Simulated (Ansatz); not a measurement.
# Cu2SnRhS4 (element-swapped structure): how the settings move a single-point run

Question: which choices in the input matter for Cu2SnRhS4 (element-swapped structure)?

Method: reference: DFT PBE, plane waves, PAW, scalar-relativistic, no spin polarisation, in Ansatz 0.2.0.

## 1. The starting structure

Symmetry: I-42m, No. 121, tetragonal system. The conventional cell has a = 5.355 Å, b = 5.355 Å, c = 10.708 Å, α = 90.00°, β = 90.00°, γ = 90.00°. Sn (site symmetry -42m) has 4 S at 2.42 Å as nearest neighbours. Rh (site symmetry -42m) is surrounded by 4 S at 2.32 Å. S (site symmetry m) is surrounded by 2 Cu at 2.27 Å and 1 Rh at 2.32 Å and 1 Sn at 2.42 Å. Cu (site symmetry -4) is surrounded by 4 S at 2.27 Å.

Structure file:

```cif
data_structure
_symmetry_space_group_name_H-M 'I-42m'
_symmetry_Int_Tables_number 121
_cell_length_a 5.3549
_cell_length_b 5.3549
_cell_length_c 10.7076
_cell_angle_alpha 90.000
_cell_angle_beta 90.000
_cell_angle_gamma 90.000
_cell_volume 307.04
loop_
_atom_site_label
_atom_site_type_symbol
_atom_site_symmetry_multiplicity
_atom_site_Wyckoff_symbol
_atom_site_fract_x
_atom_site_fract_y
_atom_site_fract_z
_atom_site_occupancy
Sn1 Sn 2 b 0.50000 0.50000 0.00000 1
Rh1 Rh 2 a 0.00000 0.00000 0.00000 1
S1 S 8 i 0.74210 0.74210 0.63320 1
Cu1 Cu 4 d 0.50000 0.00000 0.75000 1
```

## 2. The reference run

input.yaml

```yaml
crystal:
  lattice:
    - [0.0, 5.354895, 0.0]
    - [5.354895, 0.0, 0.0]
    - [2.677447, 2.677447, -5.353803]
  atoms:
    - { symbol: Sn, position: [0.5, 0.5, 0.0] }
    - { symbol: Rh, position: [0.0, 0.0, 0.0] }
    - { symbol: S, position: [0.3753, 0.3753, 0.7336] }
    - { symbol: S, position: [0.6247, 0.1089, 0.2664] }
    - { symbol: S, position: [0.8911, 0.8911, 0.7336] }
    - { symbol: S, position: [0.1089, 0.6247, 0.2664] }
    - { symbol: Cu, position: [0.75, 0.25, 0.5] }
    - { symbol: Cu, position: [0.25, 0.75, 0.5] }
  symmetry: { tolerance: 0.0003 }
kpoints:
  mp_grid: { grid: [4, 4, 4], shift: [0, 0, 0] }
magnetization:
  spin_polarized: false
scf:
  occupations: { method: fermi_dirac }
hamiltonian:
  pseudopotentials: { kind: paw }
  xc: pbe
basis:
  ecutwfc: 420
output:
  forces: true
  stress: true
  eigenvalues: true
```

Command:

```console
ansatz run input.yaml --threads 1 --pin off --max-ram 2560MiB --backend cpu --events-out ev --progress --plain --runs-dir out
```

## 3. Changed: chi_scale 0.3

Changes to input.yaml since step 2:

```diff
@@ -21,2 +21,3 @@
   occupations: { method: fermi_dirac }
+  initial_density: { chi_scale: 0.3 }
 hamiltonian:
```

## 4. Variant: mp_grid.grid [6, 6, 6], ecutwfc 36.7 Ry, xc_grid 2

Changes to input.yaml since step 2:

```diff
@@ -16,3 +16,3 @@
 kpoints:
-  mp_grid: { grid: [4, 4, 4], shift: [0, 0, 0] }
+  mp_grid: { grid: [6, 6, 6], shift: [0, 0, 0] }
 magnetization:
@@ -25,3 +25,4 @@
 basis:
-  ecutwfc: 420
+  ecutwfc: "36.7 Ry"
+  xc_grid: 2
 output:
```

## 5. Variant: hubbard.sites [{species: Cu, l: d, u_eff: 1.0}], hubbard.double_counting amf

Changes to input.yaml since step 2:

```diff
@@ -24,2 +24,3 @@
   xc: pbe
+  hubbard: { sites: [{ species: Cu, l: d, u_eff: 1.0 }], double_counting: amf }
 basis:
```

## 6. Changing settings: occupations.method tetrahedron

Changes to input.yaml since step 2:

```diff
@@ -20,3 +20,3 @@
 scf:
-  occupations: { method: fermi_dirac }
+  occupations: { method: tetrahedron }
 hamiltonian:
```

What does the calculation give? Wanted: for each run, ending; energy change; pressure; gap; force.

The runs gave:

```
                                                                            run     ending                                        energy change  pressure (GPa)  gap (eV)  force (eV/Å)  cycles   time
                                                                      reference  converged                                                    0             4.3      0.00          0.78       8  7.5 s
                                                               1: chi_scale 0.3  converged                                         0.0 meV/atom             4.3      0.00          0.78      13   12 s
                          2: mp_grid.grid [6, 6, 6], ecutwfc 36.7 Ry, xc_grid 2  converged                                        -1.5 meV/atom             4.3      0.00          0.76       8   24 s
3: hubbard.sites [{species: Cu, l: d, u_eff: 1.0}], hubbard.double_counting amf  converged  -0.2 meV/atom (U changed: no physical gain or loss)             4.3      0.00          0.78      13   17 s
                                              4: occupations.method tetrahedron  converged                                  -0.9 meV/atom (σ→0)             4.2      0.00          0.83      11   11 s
```

Residual by cycle in the longest SCF loop of each run; runs are numbered as in the table. The quantity is the density residual dr2, in eV.

```
cycle  reference    run 1   run 2    run 3    run 4
    1      0.138     98.4    0.12     9.67    0.155
    2     0.0256       20  0.0182     4.44   0.0892
    3     0.0113     7.92  0.0212    0.637  0.00604
    4    0.00126     1.66  8.0e-4    0.591  0.00111
    5     9.4e-5    0.555  4.8e-5   0.0837   2.1e-4
    6     1.3e-5    0.161  9.1e-7  0.00751   2.8e-5
    8     5.1e-9  0.00145  4.2e-8   2.5e-4   2.6e-6
    9          -   1.4e-4       -   1.3e-5   3.9e-7
   10          -   2.0e-5       -   1.9e-6   2.9e-7
   11          -   1.3e-6       -   6.3e-7   1.2e-8
   12          -   1.7e-7       -   3.1e-7        -
   13          -   3.2e-8       -   4.5e-8        -
```

A changed U is a change of model: its shifts are not errors of convergence. Of the variants the dearest is «mp_grid.grid [6, 6, 6], ecutwfc 36.7 Ry, xc_grid 2» (24 s), the cheapest «occupations.method tetrahedron» (11 s), on a shared host. The reference has no spin polarisation; with Cu and Rh present, a magnetic state may lie lower.

The reference is no final answer either: its mesh is coarse for a cell with so small a gap or none; the structure is made up and not relaxed.
